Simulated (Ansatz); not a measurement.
# C3H12GaN: the cost of one run

Program: Ansatz 0.2.0, Gaussian basis. Level of theory: the settings change from run to run. These are calculated values, not measurements.

**1. The molecule**

The geometry comes from an earlier relaxation with PBE0-D4 in a triple-zeta def2 set; it is a stationary point, not always the lowest conformer.

SMILES `[CH3][Ga-]([CH3])([CH3])[NH3+]`, 17 atoms, charge 0, spin multiplicity 1.

Atoms are counted from 1 here; the program's logs count them from 0.

Bond lengths: C1–Ga2 1.995 Å, C1–H6 1.094 Å, C1–H7 1.094 Å, C1–H8 1.094 Å, Ga2–C3 1.995 Å, Ga2–C4 1.995 Å, Ga2–N5 2.186 Å, C3–H9 1.094 Å, C3–H10 1.094 Å, C3–H11 1.094 Å, C4–H12 1.094 Å, C4–H13 1.094 Å, C4–H14 1.094 Å, N5–H15 1.013 Å, N5–H16 1.013 Å, N5–H17 1.013 Å. Angles: Ga2–C1–H6 110.3°, Ga2–C1–H7 112.2°, Ga2–C1–H8 112.2°, H6–C1–H7 106.8°, H6–C1–H8 106.8°, H7–C1–H8 108.1°, C1–Ga2–C3 117.9°, C1–Ga2–C4 117.9°, C1–Ga2–N5 98.5°, C3–Ga2–C4 117.9°, C3–Ga2–N5 98.5°, C4–Ga2–N5 98.5°, Ga2–C3–H9 112.2°, Ga2–C3–H10 110.4°, Ga2–C3–H11 112.2°, H9–C3–H10 106.8°, H9–C3–H11 108.1°, H10–C3–H11 106.8° and more.

**2. r2SCANh/def2-SVPD**

This run has coordinates scaled by 1.12, D3(BJ) with three-body dispersion, the search for lower states set to full.

Contents of in.yaml:

```yaml
crystal:
  periodic: [false, false, false]
  atoms:
    - {symbol: C, position_ang: [-0.795960, 0.869082, -1.994220]}
    - {symbol: Ga, position_ang: [0.174409, -0.175468, -0.273696]}
    - {symbol: C, position_ang: [2.269043, 0.399356, 0.250583]}
    - {symbol: C, position_ang: [-0.483819, -2.260251, 0.187801]}
    - {symbol: N, position_ang: [-0.982646, 0.980066, 1.548469]}
    - {symbol: H, position_ang: [-0.354940, 0.442764, -3.054996]}
    - {symbol: H, position_ang: [-0.585506, 2.076395, -1.981960]}
    - {symbol: H, position_ang: [-2.008854, 0.694982, -2.018356]}
    - {symbol: H, position_ang: [2.596380, -0.003461, 1.360843]}
    - {symbol: H, position_ang: [3.057905, -0.088045, -0.550430]}
    - {symbol: H, position_ang: [2.437787, 1.612892, 0.221627]}
    - {symbol: H, position_ang: [-0.105844, -2.632242, 1.292656]}
    - {symbol: H, position_ang: [-0.017967, -3.045095, -0.629812]}
    - {symbol: H, position_ang: [-1.702487, -2.382178, 0.142137]}
    - {symbol: H, position_ang: [-0.631247, 0.595102, 2.556832]}
    - {symbol: H, position_ang: [-2.104144, 0.818759, 1.480046]}
    - {symbol: H, position_ang: [-0.783278, 2.096781, 1.507724]}
basis:
  gaussian: {orbitals: def2-SVPD}
hamiltonian: {xc: {name: r2SCANh}, dispersion: d3bjatm}
scf: {lower_state_search: full}
output: {forces: true}
```

Launch:

```console
> ansatz run in.yaml --threads 4 --pin off --events-out ev --progress --plain --max-ram 11315MiB
```

What time and memory should one allow on 4 threads of Arm Neoverse V2, shared host?

About 7 s, with a peak of 0.77 GiB.
